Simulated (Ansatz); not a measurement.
# CH7NOSSi: small, medium and large basis sets

Aim: see how fast density functionals converge with the basis set for CH7NOSSi.

The runs use Ansatz 0.2.0, Gaussian basis; one geometry, several basis sets.

Levels to be run: PBE0-D4/def2-SVP; ωB97M-V/def2-SVP; PBE0-D4/def2-QZVPP; ωB97M-V/def2-QZVPP; the functionals' def2-TZVPP values are taken from earlier runs.

### Step 1. The geometry

The geometry comes from an earlier relaxation with PBE0-D4 in a triple-zeta def2 set; it is a stationary point, not always the lowest conformer.

12 atoms, charge 0, spin multiplicity 1.

Atoms are counted from 1 here; the program's logs count them from 0.

Bond lengths: N1–C2 1.422 Å, N1–H6 1.011 Å, N1–H7 1.011 Å, C2–S3 1.870 Å, C2–H8 1.089 Å, C2–H9 1.090 Å, S3–Si4 2.117 Å, Si4–O5 1.647 Å, Si4–H10 1.485 Å, Si4–H11 1.482 Å, O5–H12 0.959 Å. Angles: C2–N1–H6 111.9°, C2–N1–H7 112.0°, H6–N1–H7 108.3°, N1–C2–S3 113.4°, N1–C2–H8 109.9°, N1–C2–H9 110.0°, S3–C2–H8 107.5°, S3–C2–H9 107.1°, H8–C2–H9 108.8°, C2–S3–Si4 100.6°, S3–Si4–O5 114.0°, S3–Si4–H10 104.7°, S3–Si4–H11 110.5°, O5–Si4–H10 112.1°, O5–Si4–H11 103.8°, H10–Si4–H11 111.9°, Si4–O5–H12 116.7°.

### Step 2. PBE0-D4 in def2-SVP

File in.yaml:

```yaml
crystal:
  periodic: [false, false, false]
  atoms:
    - {symbol: N, position_ang: [-0.908004, 1.103158, 2.096546]}
    - {symbol: C, position_ang: [-0.668319, 0.291238, 0.953469]}
    - {symbol: S, position_ang: [0.827198, 0.822821, -0.035864]}
    - {symbol: Si, position_ang: [1.079578, -0.860256, -1.294250]}
    - {symbol: O, position_ang: [-0.131403, -1.065361, -2.391503]}
    - {symbol: H, position_ang: [-0.124916, 1.093123, 2.736703]}
    - {symbol: H, position_ang: [-1.100789, 2.063655, 1.845562]}
    - {symbol: H, position_ang: [-1.529316, 0.324807, 0.287718]}
    - {symbol: H, position_ang: [-0.500529, -0.742178, 1.257966]}
    - {symbol: H, position_ang: [2.396752, -0.648420, -1.947033]}
    - {symbol: H, position_ang: [1.050134, -2.110367, -0.499058]}
    - {symbol: H, position_ang: [-0.313386, -0.327422, -2.976256]}
basis:
  gaussian: {orbitals: def2-SVP}
hamiltonian: {xc: pbe0, dispersion: d4}
output: {orbitals: {seedname: orbitals}}
```

Command:

```bash
$ ansatz run in.yaml --threads 4 --pin off --events-out ev --progress --plain --max-ram 10444MiB
```

Further steps of the session: ωB97M-V in def2-SVP; PBE0-D4 in def2-QZVPP; ωB97M-V in def2-QZVPP.

**Question.** What will the summary of the whole plan be? Wanted: PBE0-D4: double and triple zeta above quadruple; ωB97M-V: double and triple zeta above quadruple.

**Answer**, as computed:

| quantity | value |
| --- | --- |
| PBE0-D4: double and triple zeta above quadruple | 13.27, 0.89 eV |
| ωB97M-V: double and triple zeta above quadruple | 13.42, 0.84 eV |

In words: PBE0-D4 gains 12.38 eV from double to triple zeta, then 0.89 eV more. Total energies overstate the basis error of differences, where much of it tends to cancel. The LUMO of ωB97M-V is positive and keeps falling with the basis (2.69 to 1.45 eV): an unbound level that the basis holds in place.
